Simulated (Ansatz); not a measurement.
Cd2S in Ansatz: the effect of functional

Cd2S:

```
CELL_PARAMETERS angstrom
4.04039 0.00000 0.00000
-2.02019 3.49908 0.00000
0.00000 0.00000 5.92313
ATOMIC_POSITIONS crystal
Cd 0.33333 0.66667 0.93272
Cd 0.66667 0.33333 0.57873
S 0.33333 0.66667 0.36571
```

The cell comes from a database or a generator and needn't be the stable form of this composition.

The cell isn't the ideal one: volume scaled by 1.06.

Alike in all runs:

| Item | Value |
| --- | --- |
| Program | Ansatz 0.2.0 |
| Task | single point |
| Potentials or basis | Ansatz PAW |
| k mesh | 8 × 8 × 5 |
| Occupations | fermi-dirac, width 0.05 eV |
| Spin | no spin polarisation |

| functional | cutoff | gap on the mesh (eV) | pressure (GPa) | largest force (eV/Å) |
| --- | --- | --- | --- | --- |
| LDA | 420 eV (not typed: the program's choice for these potentials) | ? | ? | ? |
| PBEsol | 420 eV (not typed: the program's choice for these potentials) | 0.28 | -4.8 | 0.34 |
| r2SCAN | 500 eV (not typed: the program's choice for these potentials) | 0.32 | -3.8 | 0.25 |

Task: What does the run with functional LDA give?

Result: gap on the mesh 0.30 eV; pressure -6.5 GPa; largest force 0.37 eV/Å.

Caveats: odd divisions of the mesh miss points on the zone boundary, where band edges often lie, so the gap on the mesh can be too wide; the PAW data sets come from PBE, with cores solved anew for the run's functional, which leaves a small shift of forces and pressure.

A k mesh can miss the band edges.

Runs at the PBE level aren't shown here.
